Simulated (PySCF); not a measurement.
# Solver options tried on BTe

The same problem is solved with other solver options, one edit a run.

Program: PySCF 2.14.0. Level of theory: each script names its method and basis. These are calculated values, not measurements.

### 1 Where the work starts

BTe: 2 atoms, charge 0, spin multiplicity 2.

Bond lengths: B1–Te2 2.135 Å.

### 2 The run that the others are compared with

input.py reads:

```python
from pyscf import gto, dft

mol = gto.M(
    atom='B 0 0 0; Te 0 0 2.135',
    basis='x2c-svpall',
    charge=0,
    spin=1,
    verbose=4,
)
mf = dft.UKS(mol, xc='revpbe')
mf = mf.sfx2c1e()
mf.kernel()
mf.stability(internal=True, external=True)
mf.dip_moment()
print('orbital energies (hartree):', [e[max(0, n-3):n+3].round(4) for e, n in zip(mf.mo_energy, mol.nelec)])
```

On the command line:

```bash
OMP_NUM_THREADS=1 python input.py
```

Its log is not repeated here.

In short: E(SCF) = -6817.711371 Eh, 11 cycles, ⟨S²⟩ = 0.779, μ = 0.23 D, internal stable; real -> complex stable; UHF/UKS -> GHF/GKS unstable.

The bond length is a typed value, not an optimised one.

### 3 Second-order solver on

Edit 1 changes second-order solver: off → on.

input.py reads:

```python
from pyscf import gto, dft

mol = gto.M(
    atom='B 0 0 0; Te 0 0 2.135',
    basis='x2c-svpall',
    charge=0,
    spin=1,
    verbose=4,
)
mf = dft.UKS(mol, xc='revpbe')
mf = mf.sfx2c1e()
mf = mf.newton()
mf.kernel()
mf.stability(internal=True, external=True)
mf.dip_moment()
print('orbital energies (hartree):', [e[max(0, n-3):n+3].round(4) for e, n in zip(mf.mo_energy, mol.nelec)])
```

On the command line:

```bash
OMP_NUM_THREADS=1 python input.py
```

### 4 Initial guess 1e

Edit 2 changes initial guess: minao → 1e.

Edit input.py of step 2 so:

```diff
@@ -11,2 +11,3 @@
 mf = mf.sfx2c1e()
+mf.init_guess = '1e'
 mf.kernel()
```

Before running it: what results should come out? Wanted: for each run, E(SCF); from base; gap, α spin; SCF dipole; after the SCF.

**Answer**, as computed:

```tsv
run	E(SCF) (hartree)	from base (eV)	cycles	gap, α spin (eV)	SCF dipole (D)	after the SCF
base	-6817.711371	0	11	2.94	0.23	unstable: UHF/UKS -> GHF/GKS
second-order solver on	-6817.711371	0.0000	4 macro	2.94	0.23	unstable: UHF/UKS -> GHF/GKS
initial guess 1e	-6817.711371	0.0000	17	2.94	0.23	unstable: UHF/UKS -> GHF/GKS
```

Distance from each run's final energy (log10 hartree) by cycle:

```tsv
run	cycle 1	cycle 2	cycle 3	cycle 5	cycle 8	cycle 12
base	-1.2	0.3	-2.2	-4.0	-6.2	done
second-order solver on	-2.5	-5.7	< -11	done	done	done
initial guess 1e	1.8	0.8	1.0	0.0	-0.7	-5.2
```

**Reading.** The SCF energy stays the same, to the digits that matter, with second-order solver on or initial guess 1e. The base needs 11 cycles and the run with initial guess 1e needs 17.
